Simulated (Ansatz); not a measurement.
# AlBH6O2: the cost of one run

Method: RKS CAM-B3LYP-D4/def2-SVP, in Ansatz 0.2.0.

**1. The system as given**

Bond lengths: B1–O3 1.410 Å, O3–H4 1.010 Å, B1–H5 1.190 Å, B1–O6 1.710 Å, O6–Al7 1.780 Å, Al7–H8 1.560 Å, Al7–H9 1.560 Å, Al7–H10 1.559 Å. Angles: B1–O3–H4 109.5°, O3–B1–H5 120.0°, O3–B1–O6 96.8°, H5–B1–O6 101.3°, B1–O6–Al7 125.0°, O6–Al7–H8 120.0°, O6–Al7–H9 120.0°, O6–Al7–H10 43.5°, H8–Al7–H9 120.0°, H8–Al7–H10 79.8°, H9–Al7–H10 154.4°.

Structure file:

```xyz
10

B     0.0000    0.0000    0.0000
H     0.0000    0.0000    1.5400
O     1.2211    0.0000   -0.7050
H     1.5209   -0.9519   -0.8599
H    -1.0305    0.0000   -0.5950
O     0.0766    1.6210    0.5392
Al    0.7098    2.1426    2.1189
H     1.2046    1.0815    3.1499
H     0.7698    3.6608    2.4724
H     0.0407    0.8604    1.5370
```

**2. A restrained relaxation towards end A**

Springs on the bonds that form and break draw the guess towards this end; the thresholds are loose.

input.yaml

```yaml
crystal:
  periodic: [false, false, false]
  atoms:
    - { symbol: B, position_ang: [0.0, 0.0, 0.0] }
    - { symbol: H, position_ang: [0.0, 0.0, 1.54] }
    - { symbol: O, position_ang: [1.2211, 0.0, -0.705] }
    - { symbol: H, position_ang: [1.5209, -0.9519, -0.8599] }
    - { symbol: H, position_ang: [-1.0305, 0.0, -0.595] }
    - { symbol: O, position_ang: [0.0766, 1.621, 0.5392] }
    - { symbol: Al, position_ang: [0.7098, 2.1426, 2.1189] }
    - { symbol: H, position_ang: [1.2046, 1.0815, 3.1499] }
    - { symbol: H, position_ang: [0.7698, 3.6608, 2.4724] }
    - { symbol: H, position_ang: [0.0407, 0.8604, 1.537] }
basis:
  gaussian: { orbitals: def2-SVP }
hamiltonian:
  xc: cam_b3lyp
  dispersion: d4
relax:
  f_tol: 0.15
  max_steps: 25
  restrain:
    - { distance: [0, 5], at: 2.61, k: 30.0 }
    - { distance: [9, 1], at: 1.86, k: 30.0 }
    - { distance: [0, 1], at: 1.19, k: 30.0 }
    - { distance: [9, 5], at: 1.01, k: 30.0 }
```

The run is started by

```
$ ansatz run input.yaml --threads 4 --pin off --max-ram 5120MiB --backend cpu --events-out ev --progress --plain --runs-dir out
```

Q: Estimate wall time and peak memory on 4 threads of Arm Neoverse V1, shared host.

About 17 s, with a peak of 0.2 GiB.
